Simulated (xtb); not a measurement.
**CH6F2O2Si2 (SMILES O[Si](O)(F)C[SiH2]F) at GFN1-xTB**

Aim: a structure relaxation of CH6F2O2Si2. 

Program for the calculation: xtb 6.7.1.

5 further runs of the same task are left out: 5 set aside as unsound or not needed.

## Step 1: Starting point

The species is CH6F2O2Si2 (13 atoms), meant as a singlet with charge 0. As SMILES, `O[Si](O)(F)C[SiH2]F`. All atoms were displaced at random from a relaxed shape. The run starts from this shape.

Bond lengths: O1–Si2 1.712 Å, Si2–O3 1.652 Å, Si2–F4 1.545 Å, Si2–C5 1.783 Å, C5–Si6 1.965 Å, Si6–F7 1.533 Å, O1–H8 0.924 Å, O3–H9 0.884 Å, C5–H10 1.100 Å, C5–H11 1.074 Å, Si6–H12 1.431 Å, Si6–H13 1.483 Å. Some angles: O1–Si2–O3 104.7°, O1–Si2–F4 105.1°, O1–Si2–C5 112.3°, O3–Si2–F4 113.3°, O3–Si2–C5 110.6°, F4–Si2–C5 110.6°, Si2–C5–Si6 110.7°, C5–Si6–F7 107.4°, Si2–O1–H8 115.4°, Si2–O3–H9 120.5°.

## Step 2: A geometry optimisation at GFN1-xTB

The input, geom.xyz:

```xyz
13
CH6F2O2Si2
O     -1.95943     0.41765     0.38616
Si    -0.76772    -0.80872     0.30263
O     -1.56353    -2.12600    -0.29900
F     -0.28373    -1.00011     1.75760
C      0.59243    -0.35752    -0.75796
Si     1.50124     1.24600    -0.07581
F      0.42508     2.30684     0.18366
H     -1.65918     1.24429     0.66872
H     -2.39581    -2.29724    -0.05451
H      0.40526    -0.07841    -1.80495
H      1.31859    -1.14926    -0.73902
H      2.09904     0.99068     1.19868
H      2.41823     1.82254    -1.08827
```

Launch:

```console
xtb geom.xyz -o tight --uhf 0 --gfn 1 > xtb.out 2> xtb.err
```

Q: Predict the results. Wanted: total energy at the end; dipole moment; HOMO energy; LUMO energy; HOMO–LUMO gap; dispersion energy.

Computed results:

Level: GFN1-xTB.

| quantity | value |
| --- | --- |
| total energy at the end | -29.06440 Eh |
| dipole moment | 2.81 D |
| HOMO energy | -11.38 eV |
| LUMO energy | -4.38 eV |
| HOMO–LUMO gap | 7.00 eV |
| dispersion energy | -12.62 kJ/mol |

At the final geometry: Bond lengths: O1–Si2 1.601 Å, Si2–O3 1.599 Å, Si2–F4 1.599 Å, Si2–C5 1.928 Å, C5–Si6 1.894 Å, Si6–F7 1.592 Å, O1–H8 0.945 Å, O3–H9 0.944 Å, C5–H10 1.103 Å, C5–H11 1.101 Å, Si6–H12 1.448 Å, Si6–H13 1.451 Å. Some angles: O1–Si2–O3 111.0°, O1–Si2–F4 108.9°, O1–Si2–C5 111.7°, O3–Si2–F4 107.7°, O3–Si2–C5 110.1°, F4–Si2–C5 107.2°, Si2–C5–Si6 117.5°, C5–Si6–F7 109.4°, Si2–O1–H8 160.9°, Si2–O3–H9 175.9°. The optimisation took 32 steps and changed the energy by -0.973 eV.
